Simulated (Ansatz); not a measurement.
## C3H7GeP, SMILES CC#[C][GeH2][PH2]: a ladder of methods at one geometry

Program: Ansatz's Python interface.

The script, `methods_c3h7gep.py`:
```python
'''One geometry of C3H7GeP, method by method.'''

from pathlib import Path

import ansatz as az
import numpy as np

system = (
    az.Crystal.molecule()
    .atom('C', (2.6171, 0.6572, -0.1209))
    .atom('C', (1.2735, 0.1441, 0.1463))
    .atom('C', (0.1664, -0.2783, 0.366))
    .atom('Ge', (-1.574, -0.9399, 0.7087))
    .atom('P', (-3.0442, 0.0076, -0.761))
    .atom('H', (2.6028, 1.2661, -1.0482))
    .atom('H', (2.9485, 1.2873, 0.73))
    .atom('H', (3.3192, -0.1924, -0.2472))
    .atom('H', (-1.5851, -2.4796, 0.5312))
    .atom('H', (-1.9871, -0.5795, 2.1584))
    .atom('H', (-2.1995, -0.245, -1.9156))
    .atom('H', (-2.5375, 1.3523, -0.5477))
)

calc = system.calculation().basis(gaussian='def2-SVP')

print('functional    E (Ha)        dipole (D)   HOMO (eV)  LUMO (eV)')
for name in ['hse06', 'r2scan', 'hf', 'lda', 'revpbe']:
    report = calc.functional(name).forces().orbitals().run(runs_dir='runs').report
    lines = Path(report['orbitals_path']).read_text().splitlines()
    field_of = lambda key: [line.split('=')[1].strip() for line in lines if line.startswith(key)]
    orbitals = [(27.211386 * float(e), s, float(n)) for e, s, n in zip(field_of('Ene='), field_of('Spin='), field_of('Occup='))]
    homo = max(e for e, _, n in orbitals if n > 0.5)
    lumo = min(e for e, _, n in orbitals if n < 0.5)
    dipole = 4.803205 * np.linalg.norm(report['charge_distribution']['dipole_moment_e_ang'])
    print(f'{name:10s} {report["free_energy_ev"] / 27.211386246:14.6f} {dipole:9.3f} {homo:11.3f} {lumo:10.3f}')
```

`python methods_c3h7gep.py` gives:
```text
functional    E (Ha)        dipole (D)   HOMO (eV)  LUMO (eV)
hse06        -2535.822067     2.000      -6.709     -0.039
r2scan       -2536.265998     2.090      -6.223     -0.350
hf           -2533.278056     2.001      -9.615      3.829
lda          -2530.820259     2.017      -6.039     -0.714
revpbe       -2536.115354     1.957      -5.922     -0.456
```

Total energies depend on the basis set; only differences at equal settings carry meaning. The geometry is a force-field or estimated start, not a minimum of this method, and the basis set is short of its limit. A lower total doesn't mark the better method: functionals have no common bound, and MP2 and coupled cluster aren't variational. Levels such as HOMO and LUMO are orbital energies: with these approximate functionals they aren't the ionisation energy and electron affinity, and their gap isn't the fundamental gap. hse06 follows the composition of plane-wave codes, whose totals differ by tens of mHa, up to about 0.1 Ha, from the form usual in Gaussian-basis programs (wpbeh). Wall time of the script: 23 s on 1 thread of Arm Neoverse V2, with other jobs on the host, peak memory 0.39 GiB.

(Lines on the test bed's own set-up are left out of the output.)
